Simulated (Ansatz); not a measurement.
# B2Br2F2H2: up Jacob's ladder to CCSD(T)

The task here is to estimate one member of a computed series from the others.

Method: functionals in def2-TZVPP, the program's frozen cores in correlated methods; program: Ansatz 0.2.0, Gaussian basis.

Plan: LDA (SPW92), PBE-D4, revPBE-D4, BLYP-D4, r2SCAN-D4, B97M-V, PBE0-D4, B3LYP-D4, r2SCANh-D4, r2SCAN0-D4, HSE06-D4, BHLYP-D4, CAM-B3LYP-D4, LC-ωPBE, ωB97X-V, ωB97M-V, B2PLYP, PBE-QIDH; CCSD(T)/def2-SVP; CCSD(T)/def2-TZVPP; MP2/def2-QZVPP; extrapolation to the limit; RPA on PBE.

### The geometry

The geometry comes from an earlier relaxation with PBE0-D4 in a triple-zeta def2 set; it is a stationary point, not always the lowest conformer.

SMILES `F[B@H-]1[Br+][B@H-](F)[Br+]1`, 8 atoms, charge 0, spin multiplicity 1.

Atoms are counted from 1 here; the program's logs count them from 0.

Bond lengths: F1–B2 1.324 Å, B2–Br3 2.149 Å, B2–Br6 2.149 Å, B2–H7 1.188 Å, Br3–B4 2.149 Å, B4–F5 1.324 Å, B4–Br6 2.149 Å, B4–H8 1.188 Å. Angles: F1–B2–Br3 109.9°, F1–B2–Br6 109.9°, F1–B2–H7 122.0°, Br3–B2–Br6 95.1°, Br3–B2–H7 108.2°, Br6–B2–H7 108.2°, B2–Br3–B4 84.8°, Br3–B4–F5 110.1°, Br3–B4–Br6 95.1°, Br3–B4–H8 108.1°, F5–B4–Br6 110.1°, F5–B4–H8 122.1°, Br6–B4–H8 108.1°, B2–Br6–B4 84.8°.

Set-up of the first run:

Input file in.yaml:

```yaml
crystal:
  periodic: [false, false, false]
  atoms:
    - {symbol: F, position_ang: [1.168664, -0.975048, 1.820022]}
    - {symbol: B, position_ang: [1.119577, -0.003612, 0.921254]}
    - {symbol: Br, position_ang: [0.856707, -0.834558, -1.042719]}
    - {symbol: B, position_ang: [-1.119862, -0.000394, -0.917966]}
    - {symbol: F, position_ang: [-1.287843, 0.912175, -1.862186]}
    - {symbol: Br, position_ang: [-0.802905, 0.954021, 0.981253]}
    - {symbol: H, position_ang: [1.953491, 0.840655, 0.859172]}
    - {symbol: H, position_ang: [-1.887830, -0.893240, -0.758840]}
basis:
  gaussian: {orbitals: def2-TZVPP}
hamiltonian: {xc: lda}
output: {orbitals: {seedname: orbitals}}
```

Run with:

```console
$ ansatz run in.yaml --threads 4 --pin off --events-out ev --progress --plain --max-ram 11315MiB
```

Among the steps run: LDA; PBE-D4 (GGA); revPBE-D4 (GGA); BLYP-D4 (GGA); r2SCAN-D4 (meta-GGA); B97M-V (meta-GGA); B3LYP-D4 (hybrid); r2SCANh-D4 (hybrid); r2SCAN0-D4 (hybrid); HSE06-D4 (hybrid); BHLYP-D4 (hybrid); CAM-B3LYP-D4 (range-separated); LC-ωPBE (range-separated); ωB97X-V (range-separated); ωB97M-V (range-separated); B2PLYP (double hybrid); PBE-QIDH (double hybrid).

One table of the session follows, with a row left open; its other results are not shown here.

It belongs to the step «Orbital energies across the functionals». 

| functional | HOMO (eV) | gap (eV) |
| --- | --- | --- |
| LDA (SPW92) | -7.56 | 5.21 |
| PBE-D4 | -7.45 | 5.32 |
| revPBE-D4 | -7.40 | 5.38 |
| BLYP-D4 | -7.34 | 5.33 |
| r2SCAN-D4 | -7.79 | 5.88 |
| B97M-V | -7.87 | 6.00 |
| PBE0-D4 | -8.78 | 7.55 |
| B3LYP-D4 | -8.57 | 7.10 |
| r2SCANh-D4 | -8.28 | 6.69 |
| r2SCAN0-D4 | -9.01 | 7.90 |
| HSE06-D4 | -8.39 | 6.77 |
| BHLYP-D4 | -10.01 | 9.76 |
| CAM-B3LYP-D4 | ? | ? |
| LC-ωPBE | -11.45 | 12.48 |
| ωB97X-V | -11.13 | 12.06 |
| ωB97M-V | -10.98 | 11.75 |

**Question.** Estimate the row for CAM-B3LYP-D4.

**Answer.** HOMO (eV): -10.14; gap (eV): 9.98. In the column «HOMO (eV)» it lies between ωB97M-V (-10.98) and BHLYP-D4 (-10.01).
